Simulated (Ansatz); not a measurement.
# CuSnF6: the cost of one run

Method: DFT r²SCAN+U (U_eff = 2 eV on Cu d), plane waves, PAW, in Ansatz 0.2.0.

## (1) The starting structure

Symmetry: R-3, No. 148, trigonal system. The conventional cell has a = 5.130 Å, b = 5.130 Å, c = 13.820 Å, α = 90.00°, β = 90.00°, γ = 120.00°. Cu (site symmetry -3) is surrounded by 6 F at 2.33 Å. Around Sn (site symmetry -3) lie 6 F at 1.96 Å. F (site symmetry 1) has 1 Sn at 1.96 Å and 1 Cu at 2.33 Å in its first shell of neighbours.

Coordinates:

```
Cu Sn F
1.0
     2.56500    1.48090    4.60667
    -2.56500    1.48090    4.60667
     0.00000   -2.96181    4.60667
Cu Sn F
1 1 6
Direct
  0.50000 0.50000 0.50000
  0.00000 0.00000 0.00000
  0.42100 0.80900 0.01900
  0.01900 0.42100 0.80900
  0.80900 0.01900 0.42100
  0.57900 0.19100 0.98100
  0.98100 0.57900 0.19100
  0.19100 0.98100 0.57900
```

Magnetic order typed: ferromagnetic.

An earlier series on this cell reached its lowest free state from «random orbitals: fully mixed, first filling», perhaps among other starts.

## (2) Random orbitals: single harmonics, second filling

input.yaml

```yaml
crystal:
  lattice:
    - [2.56500002, 1.48090345, 4.60667016]
    - [-2.56500002, 1.48090345, 4.60667016]
    - [0.0, -2.9618069, 4.60667016]
  atoms:
    - { symbol: Cu, position: [0.5, 0.5, 0.5], spin: 1.0 }
    - { symbol: Sn, position: [0.0, 0.0, 0.0] }
    - { symbol: F, position: [0.421, 0.809, 0.019] }
    - { symbol: F, position: [0.019, 0.421, 0.809] }
    - { symbol: F, position: [0.809, 0.019, 0.421] }
    - { symbol: F, position: [0.579, 0.191, 0.981] }
    - { symbol: F, position: [0.981, 0.579, 0.191] }
    - { symbol: F, position: [0.191, 0.981, 0.579] }
basis:
  ecutwfc: 500
  ecutrho_ratio: 4
kpoints:
  mp_grid: { grid: [5, 5, 5] }
hamiltonian:
  xc: r2scan
  hubbard:
    sites:
      - { site: 0, l: d, u_eff: 2.0, starting_ns: [{ spin: up, occupation_matrix: s0up }, { spin: down, occupation_matrix: s0down }] }
    occupation_matrices:
      s0up:
        matrix:
          - [0.97, 0.0, 0.0, 0.0, 0.0]
          - [0.0, 0.97, 0.0, 0.0, 0.0]
          - [0.0, 0.0, 0.97, 0.0, 0.0]
          - [0.0, 0.0, 0.0, 0.97, 0.0]
          - [0.0, 0.0, 0.0, 0.0, 0.97]
      s0down:
        matrix:
          - [0.97, 0.0, 0.0, 0.0, 0.0]
          - [0.0, 0.97, 0.0, 0.0, 0.0]
          - [0.0, 0.0, 0.97, 0.0, 0.0]
          - [0.0, 0.0, 0.0, 0.97, 0.0]
          - [0.0, 0.0, 0.0, 0.0, 0.02]
    ns_hold: until_converged
scf:
  occupations: { method: gaussian, width: 0.05 }
  lower_state_search: "off"
  max_iter: 150
output:
  forces: true
  stress: true
  eigenvalues: true
  populations: true
  hubbard: { sites: [{ site: 0, l: d }] }
magnetization:
  spin_polarized: true
```

The typed matrices put 0.97 on the chosen orbitals and 0.02 on the others, and are held until the SCF converges, then released.

On the command line:

```
$ ansatz run input.yaml --threads 8 --pin off --max-ram 12288MiB --backend cpu --events-out ev --progress --plain --runs-dir out
```

What time and memory should one allow on 8 threads of Arm Neoverse V2, shared host?

About 76 s, with a peak of 1.4 GiB.
